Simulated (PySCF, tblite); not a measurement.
**CH6F4GeSi2: geometry, infrared bands and NMR shifts**

Aim: predict the infrared bands and NMR shifts of CH6F4GeSi2 (`F[SiH2][Ge@H]([SiH3])[C](F)(F)F`).

Computed with tblite 0.8.0 and PySCF 2.14.0, with density-fitted response routines of our own, on a single molecule in the gas phase. Atoms are numbered from 0 throughout.

## (1) Starting geometry

14 atoms, charge 0, multiplicity 1; geometry from: force field or distance geometry start.

Bonds of the start (Å): F0–Si1 1.67, Si1–Ge2 2.31, Ge2–Si3 2.30, Ge2–C4 1.94, C4–F5 1.39, C4–F6 1.38, C4–F7 1.39, Si1–H8 1.45, Si1–H9 1.49, Ge2–H10 1.56, Si3–H11 1.44, Si3–H12 1.46, Si3–H13 1.49.

## (2) Geometry optimisation with GFN2-xTB

What the job is given:

```
{"job": {"kind": "relax", "xc": "GFN2-xTB", "basis": "xTB"}, "charge": 0, "multiplicity": 1}
F     -2.432200     1.753600     0.988100
Si    -0.767900     1.719800     1.085900
Ge    -0.050000    -0.346600     0.328500
Si     2.106400    -0.319500    -0.463100
C     -1.307700    -1.124900    -0.931100
F     -2.220900    -0.189300    -1.411900
F     -1.964400    -2.179200    -0.326700
F     -0.597000    -1.575000    -2.042400
H     -0.169000     2.834600     0.372800
H     -0.331800     1.803900     2.508600
H     -0.065400    -1.290200     1.568300
H      2.532600     0.960300    -0.975400
H      2.282800    -1.409200    -1.419900
H      2.983600    -0.638600     0.696200
```

The run is started by

```bash
$ OMP_NUM_THREADS=1 python probes_run.py task.json out
```

The driver reads the jobs from task.json and runs them one after another.

**Question.** This job is followed by: GFN2-xTB harmonic vibrations, gas phase; GIAO PBE0/pcSseg-1 NMR shielding, non-relativistic, gas phase. Predict these results of the whole session: strongest single infrared mode (GFN2-xTB); zero-point energy (GFN2-xTB); 13C shifts against TMS (PBE0/pcSseg-1); 1H shifts against TMS (PBE0/pcSseg-1, means over atoms taken as alike); 19F shifts against CFCl3 (PBE0/pcSseg-1, means over atoms taken as alike); 29Si shifts against TMS (PBE0/pcSseg-1); 73Ge shifts against GeMe4 (PBE0/pcSseg-1).

**Answer**, as computed:

| quantity | value |
| --- | --- |
| strongest single infrared mode (GFN2-xTB) | 618 cm⁻¹, 626 km/mol |
| zero-point energy (GFN2-xTB) | 39.1 kcal/mol |
| 13C shifts against TMS (PBE0/pcSseg-1) | 145.7 ppm |
| 1H shifts against TMS (PBE0/pcSseg-1, means over atoms taken as alike) | 6.07, 5.98, 4.28, 4.00 ppm |
| 19F shifts against CFCl3 (PBE0/pcSseg-1, means over atoms taken as alike) | -56.2, -251.2 ppm |
| 29Si shifts against TMS (PBE0/pcSseg-1) | 16.9, -103.2 ppm |
| 73Ge shifts against GeMe4 (PBE0/pcSseg-1) | -285 ppm |

Relaxing lowered the energy by 0.644 eV in 264 steps; the close pair that moved most is Ge2–Si3, from 2.297 to 2.377 Å. No mode is imaginary among the 36: a minimum at this level. The strongest single mode, at 618 cm⁻¹, moves mainly H10. Unscaled tight-binding wavenumbers are off by several per cent, some by more. Its intensities can rank the bands wrongly. At PBE0/pcSseg-1: Shielding is most anisotropic at F5, F6, F7 (span 195 ppm, paramagnetic term -249 ppm). Spin-orbit coupling is left out, which matters for shieldings and couplings at and beside the heavy atoms.
